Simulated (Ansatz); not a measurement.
**C₂H₁₂BNSi₂: basis-set convergence**

The task here is to estimate one member of a computed series from the others.

Computed with Ansatz 0.2.0, Gaussian basis. Level: one geometry, several basis sets.

The runs, in order: PBE0-D4/def2-SVP; ωB97M-V/def2-SVP; PBE0-D4/def2-QZVPP; ωB97M-V/def2-QZVPP; the functionals' def2-TZVPP values are taken from earlier runs.

1 further run of the same task is left out (it didn't finish). Runs told in other sessions of the task aren't counted.

## The relaxed structure

An earlier PBE0-D4 in a triple-zeta def2 set relaxation fixed the geometry.

SMILES `BN([SiH2]C)[SiH2]C`, 18 atoms, charge 0, spin multiplicity 1.

Atoms are counted from 1 here; the program's logs count them from 0.

Bond lengths: B1–N2 1.405 Å, B1–H7 1.199 Å, B1–H8 1.203 Å, N2–Si3 1.760 Å, N2–Si5 1.756 Å, Si3–C4 1.861 Å, Si3–H9 1.485 Å, Si3–H10 1.490 Å, C4–H11 1.093 Å, C4–H12 1.093 Å, C4–H13 1.093 Å, Si5–C6 1.859 Å, Si5–H14 1.488 Å, Si5–H15 1.490 Å, C6–H16 1.094 Å, C6–H17 1.091 Å, C6–H18 1.092 Å. Angles: N2–B1–H7 121.3°, N2–B1–H8 119.2°, H7–B1–H8 119.6°, B1–N2–Si3 117.3°, B1–N2–Si5 124.0°, Si3–N2–Si5 118.6°, N2–Si3–C4 111.2°, N2–Si3–H9 109.2°, N2–Si3–H10 106.5°, C4–Si3–H9 110.8°, C4–Si3–H10 110.2°, H9–Si3–H10 108.8°, Si3–C4–H11 110.6°, Si3–C4–H12 110.7°, Si3–C4–H13 110.7°, H11–C4–H12 108.2°, H11–C4–H13 108.4°, H12–C4–H13 108.2° and more.

The first run:

The input, in.yaml:

```yaml
crystal:
  periodic: [false, false, false]
  atoms:
    - {symbol: B, position_ang: [-0.257181, -1.674680, -0.136826]}
    - {symbol: N, position_ang: [0.203704, -0.392022, 0.203491]}
    - {symbol: Si, position_ang: [1.724127, 0.135907, -0.509767]}
    - {symbol: C, position_ang: [1.522375, 0.520880, -2.319153]}
    - {symbol: Si, position_ang: [-0.655813, 0.712005, 1.265004]}
    - {symbol: C, position_ang: [-2.340077, 0.081464, 1.734378]}
    - {symbol: H, position_ang: [-1.295258, -2.095918, 0.289445]}
    - {symbol: H, position_ang: [0.404551, -2.359213, -0.872948]}
    - {symbol: H, position_ang: [2.750651, -0.917700, -0.306359]}
    - {symbol: H, position_ang: [2.137438, 1.358957, 0.234022]}
    - {symbol: H, position_ang: [1.200196, -0.367910, -2.866745]}
    - {symbol: H, position_ang: [2.467465, 0.862778, -2.748974]}
    - {symbol: H, position_ang: [0.776095, 1.305095, -2.466568]}
    - {symbol: H, position_ang: [0.169420, 0.941338, 2.482389]}
    - {symbol: H, position_ang: [-0.770308, 2.017677, 0.555866]}
    - {symbol: H, position_ang: [-2.834104, 0.825337, 2.365569]}
    - {symbol: H, position_ang: [-2.277157, -0.853273, 2.294427]}
    - {symbol: H, position_ang: [-2.963627, -0.089119, 0.854552]}
basis:
  gaussian: {orbitals: def2-SVP}
hamiltonian: {xc: pbe0, dispersion: d4}
output: {orbitals: {seedname: orbitals}}
```

Run with:

```bash
$ ansatz run in.yaml --threads 4 --pin off --events-out ev --progress --plain --max-ram 11315MiB
```

Among the steps run: PBE0-D4 in def2-SVP; ωB97M-V in def2-SVP; PBE0-D4 in def2-QZVPP; ωB97M-V in def2-QZVPP.

One of the session's tables, all rows but one given; the rest of the session is left out.

It belongs to the step «Density functionals: the series». 

| functional | basis | HOMO (eV) | LUMO (eV) |
| --- | --- | --- | --- |
| PBE0-D4 | def2-SVP | -8.05 | -0.23 |
| PBE0-D4 | def2-TZVPP | ? | ? |
| PBE0-D4 | def2-QZVPP | -8.11 | -0.49 |
| ωB97M-V | def2-SVP | -10.27 | 1.78 |
| ωB97M-V | def2-TZVPP | -10.36 | 1.37 |
| ωB97M-V | def2-QZVPP | -10.36 | 1.17 |

Q: Estimate the row for PBE0-D4, def2-TZVPP from the others.

The run gave: HOMO (eV): -8.11; LUMO (eV): -0.44.
